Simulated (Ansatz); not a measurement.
This script drives Ansatz 0.2.0 through its Python package.

Script `energy_c2h7psi2.py`:
```python
"""Single point of C2H7PSi2 in a Gaussian basis."""

import ansatz as az
import numpy as np

config = {
    "basis_set": "def2-TZVP",
    "functional": "cam_b3lyp",
}

geometry_ang = [
    ("C", (-2.226, 1.5076, -0.7102)),
    ("C", (-1.7254, 0.6221, -0.0716)),
    ("Si", (-0.941, -0.7551, 0.9146)),
    ("P", (0.6941, -1.6577, -0.2598)),
    ("Si", (2.031, 0.0878, -0.1255)),
    ("H", (-2.6708, 2.2934, -1.2772)),
    ("H", (-0.4214, -0.2753, 2.2183)),
    ("H", (-1.9426, -1.8187, 1.1695)),
    ("H", (0.1665, -1.4131, -1.5471)),
    ("H", (2.4575, 0.2748, 1.2824)),
    ("H", (3.2234, -0.1735, -0.9677)),
    ("H", (1.3546, 1.3075, -0.6255)),
]
system = az.Crystal.molecule()
for symbol, xyz in geometry_ang:
    system = system.atom(symbol, xyz)

model = system.calculation().basis(gaussian=config["basis_set"]).functional(config["functional"]).forces()
trace = []
out = model.session().plan().execute(on_event=trace.append)
r = out.report
for event in trace:
    if event["event"] == "mean_field_evaluation" and event["data"]["evaluation"] <= 25:
        print("pass {evaluation:3d}  E = {energy_ev:.6f} eV  gradient {gradient_ev:.1e}".format(**event["data"]))

print(f"E = {r['free_energy_ev']:.6f} eV = {r['free_energy_ev'] / 27.211386246:.7f} Ha")
print("converged:", r["converged"], " doubts:", r["published_state_doubts"] or "none")

field = r["mean_field"]
print("<S^2> =", round(abs(field["state"]["spin_squared"]), 4), " all-electron relativity setting:", field["relativity"])
print("passes:", field["passes"])
if "symmetry" in field:
    print("occupied orbitals by irrep:", field["symmetry"]["occupied"])

symbols = [site.symbol for site in system.cartesian_sites]
forces = np.array(r["forces_ev_ang"])
print("largest force", round(float(np.linalg.norm(forces, axis=1).max()), 4), "eV/A, rms", round(float(np.sqrt((forces ** 2).mean())), 4))

charges = r["charge_distribution"]
print("dipole moment", round(4.803205 * float(np.linalg.norm(charges["dipole_moment_e_ang"])), 3), "D")
print("Mulliken:", [(s, round(q, 3)) for s, q in zip(symbols, charges["mulliken_charges_e"])])
```

It is started by `python energy_c2h7psi2.py`. How long does it take on 1 thread of Intel(R) Xeon(R) Platinum 8259CL CPU @ 2.50GHz (Skylake/Cascade Lake), with other jobs on the host, and how much memory does it need?

It took about 19 s, with a peak of 0.78 GiB, for 1 run of the engine.

```console
$ python energy_c2h7psi2.py
pass   1  E = -27227.130732 eV  gradient 4.0e+01
pass   2  E = -27228.238117 eV  gradient 3.4e+01
pass   3  E = -27231.092684 eV  gradient 3.0e+00
pass   4  E = -27231.105740 eV  gradient 2.4e+00
pass   5  E = -27231.117831 eV  gradient 6.6e-01
pass   6  E = -27231.118496 eV  gradient 1.2e-01
pass   7  E = -27231.119267 eV  gradient 1.2e-01
pass   8  E = -27231.119318 eV  gradient 2.1e-02
pass   9  E = -27231.173015 eV  gradient 3.1e-01
pass  10  E = -27231.173130 eV  gradient 4.1e-02
pass  11  E = -27231.173133 eV  gradient 1.0e-02
pass  12  E = -27231.173133 eV  gradient 1.4e-03
pass  13  E = -27231.173132 eV  gradient 4.2e-03
pass  14  E = -27231.173132 eV  gradient 6.6e-04
pass  15  E = -27231.173132 eV  gradient 2.4e-04
pass  16  E = -27231.173132 eV  gradient 4.5e-05
pass  17  E = -27231.173132 eV  gradient 4.5e-05
E = -27231.173287 eV = -1000.7271603 Ha
converged: True  doubts: none
<S^2> = 0.0  all-electron relativity setting: none
passes: {'evaluations': 15, 'products': 14}
occupied orbitals by irrep: [{'A': 31}, {'A': 31}]
largest force 0.9941 eV/A, rms 0.2907
dipole moment 0.973 D
Mulliken: [('C', -0.116), ('C', -0.264), ('Si', 0.273), ('P', -0.195), ('Si', 0.166), ('H', 0.205), ('H', -0.016), ('H', -0.026), ('H', 0.067), ('H', -0.032), ('H', -0.038), ('H', -0.025)]
```

Total energies depend on the basis set; only differences at equal settings carry meaning. The geometry is a force-field or estimated start, not a minimum of this method, and the basis set is short of its limit. Early passes use coarser integrals and grids, so their energies can't be compared with the last.
